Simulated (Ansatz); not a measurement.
Geometry optimisation, Ansatz, DFT PBEsol, scalar-relativistic, plane waves, PAW.

Input file:

```yaml
crystal:
  lattice:
    - [5.48, 0.0, 0.0]
    - [-4.11, 7.118729, 0.0]
    - [0.0, 0.0, 4.32646]
  atoms:
    - { symbol: Os, position: [0.0, 0.0, 0.0] }
    - { symbol: Os, position: [0.16666666, 0.22222222, 0.5] }
    - { symbol: Os, position: [-1.0e-08, 0.33333332, 0.0] }
    - { symbol: Os, position: [0.16666666, 0.55555554, 0.5] }
    - { symbol: Os, position: [-1.0e-08, 0.66666665, 0.0] }
    - { symbol: Os, position: [0.16666665, 0.88888887, 0.5] }
    - { symbol: Os, position: [0.5, 0.0, 0.0] }
    - { symbol: Os, position: [0.66666666, 0.22222222, 0.5] }
    - { symbol: Os, position: [0.49999999, 0.33333332, 0.0] }
    - { symbol: Os, position: [0.66666666, 0.55555554, 0.5] }
    - { symbol: Os, position: [0.49999999, 0.66666665, 0.0] }
    - { symbol: Os, position: [0.66666665, 0.88888887, 0.5] }
    - { symbol: Cu, position: [-0.00711469, 0.31923439, 0.62868556] }
basis:
  ecutwfc: 420.0
kpoints:
  mp_grid: { grid: [4, 3, 4] }
hamiltonian:
  xc: pbesol
scf:
  occupations: { method: gaussian, width: 0.15 }
  lower_state_search: "off"
relax:
  f_tol: 0.03
  max_steps: 60
  adjacent_minimum: "off"
```

Run as:

```bash
$ ansatz run input.yaml --threads 4 --pin off --max-ram 10240MiB --backend cpu --events-out ev --progress --plain --runs-dir out
```

**Question.** Where does it end, and by what steps?

**Answer.** The forces met the threshold. Limits of this set-up: coarse k mesh, a small cell, in which the defect meets its images, a typed lattice constant that wasn't relaxed here. After 13 steps the energy has fallen by 32.213 eV; Cu13 moved furthest, 0.91 Å. The start is strongly strained (largest force component 54 eV/Å), so its close contacts needn't be bonds. Parted: Os1–Cu13 (3.09 → 3.91 Å), Os7–Cu13 (3.11 → 3.73 Å), Os12–Cu13 (3.11 → 3.80 Å). Joined: Os2–Os11 (3.83 → 3.43 Å), Os3–Os12 (3.83 → 3.32 Å), Os4–Os7 (3.83 → 2.73 Å).

| step | energy less start (eV) | largest force component (eV/Å) | accepted |
| --- | --- | --- | --- |
| 0 | 0.0000 | 53.676 | yes |
| 1 | -22.3902 | 18.849 | yes |
| 2 | -28.9584 | 5.762 | yes |
| 3 | -30.5864 | 2.548 | yes |
| 4 | -31.3157 | 2.060 | yes |
| 5 | -31.6986 | 1.458 | yes |
| 6 | -32.0638 | 0.839 | yes |
| 7 | -32.1632 | 0.629 | yes |
| 8 | -32.1911 | 0.413 | yes |
| 9 | -32.1908 | 0.320 | no |
| 10 | -32.2110 | 0.095 | yes |
| 11 | -32.2095 | 0.114 | no |
| 12 | -32.2121 | 0.107 | yes |
| 13 | -32.2126 | 0.025 | yes |

```xyz
13
Lattice="5.4800 0.0000 0.0000 -4.1100 7.1187 0.0000 0.0000 0.0000 4.3265" Properties=species:S:1:pos:R:3
Os 0.020 -0.082 0.062
Os 0.130 1.516 2.365
Os -1.273 2.101 0.470
Os -1.174 4.606 1.604
Os -2.891 4.714 -0.142
Os -2.898 6.294 2.203
Os 2.753 -0.243 0.090
Os 2.598 1.247 2.185
Os 1.498 2.207 0.050
Os 1.472 3.842 1.976
Os 0.090 4.554 -0.361
Os 0.123 6.443 2.297
Cu -1.800 3.040 2.900
```

Whether the end is a true minimum wasn't checked by a vibrational analysis.

Time of the run: 2.7 min on 4 threads of Arm Neoverse V2, on a shared host, peak memory 1 GiB.
